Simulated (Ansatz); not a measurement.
**TiO+ (sextet): wave-function methods side by side, def2-TZVPP**

The task here is to estimate one member of a computed series from the others.

The runs use Ansatz 0.2.0, Gaussian basis; def2-TZVPP, core rule «outside noble gas», up to 10 orbitals frozen.

To be run: UHF; ROHF; CCSD(T) on UHF.

## The geometry

The geometry is a PBE0/def2-TZVP stationary point (not a proven minimum) of the parent state, kept for this charge and spin.

2 atoms, charge 1, spin multiplicity 6.

Atoms are counted from 1 here; the program's logs count them from 0.

Bond lengths: Ti1–O2 1.842 Å.

Geometry (Å):

```xyz
2

Ti    0.0000    0.0000    0.0000
O     0.0000    0.0000    1.8416
```

Set-up of the first run:

Input file in.yaml:

```yaml
crystal:
  periodic: [false, false, false]
  atoms:
    - {symbol: Ti, position_ang: [0.000000, 0.000000, 0.000000]}
    - {symbol: O, position_ang: [0.000000, 0.000000, 1.841600]}
basis:
  gaussian: {orbitals: def2-TZVPP}
total_charge: 1
magnetization: {spin_polarized: true, initial_magnetization: 5}
hamiltonian: {xc: hf}
output: {orbitals: {seedname: orbitals}}
```

Run with:

```bash
> ansatz run in.yaml --threads 1 --pin off --events-out ev --progress --plain --max-ram 2560MiB --backend cpu
```

Steps of the session up to this table: UHF; ROHF; CCSD(T) on UHF.

One table of the session follows, with a row left open; its other results are not shown here.

| method | from UCCSD(T) (meV) |
| --- | --- |
| ROHF | +5481.2 |
| UHF | +5205.1 |
| UMP2 | ? |
| UCCSD | +112.0 |
| UCCSD(T) | 0 |

Estimate the missing values for UMP2.

The run gave: from UCCSD(T) (meV): +760.4. In the column «from UCCSD(T) (meV)» it lies between UCCSD (+112.0) and UHF (+5205.1).
